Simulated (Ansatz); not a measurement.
Crystal: Te4Pt3.

```xyz
7
Lattice="1.9940 1.1512 11.7967 -1.9940 1.1512 11.7967 0.0000 -2.3025 11.7967" Properties=species:S:1:pos:R:3 pbc="T T T"
Pt    0.0000    0.0000   30.2231
Pt    0.0000    0.0000    5.1669
Pt    0.0000    0.0000    0.0000
Te    0.0000    0.0000   24.9500
Te    0.0000    0.0000   10.4401
Te    0.0000    0.0000   19.7122
Te    0.0000    0.0000   15.6778
```

Base run:

* Program: Ansatz 0.2.0
* Functional: PBEsol
* Potentials or basis: Ansatz PAW
* Cutoff: 420 eV (not typed: the program's choice for these potentials)
* k mesh: 8 × 8 × 8
* Occupations: fermi-dirac, width 0.05 eV
* Spin: no spin polarisation
* Hubbard terms: Pt d U = 1 eV

Its results: band gap on the k mesh none (metal or under the smearing width); pressure -1.2 GPa; largest force 0.620 eV/Å.

Problem. The run is repeated on the same cell with these changes: hubbard terms from Pt d U = 1 eV to Pt d U = 8 eV. What comes out?

Solution. Band gap on the k mesh none (metal or under the smearing width); pressure -0.6 GPa; largest force 0.405 eV/Å.

Caveats: spin-orbit coupling is left out, which moves the levels of the heavy elements; U without spin polarisation on a metal has little footing; the PAW data sets come from PBE, with cores solved anew for the run's functional, which leaves a small shift of forces and pressure; the U is typed as a test and isn't derived for this compound.
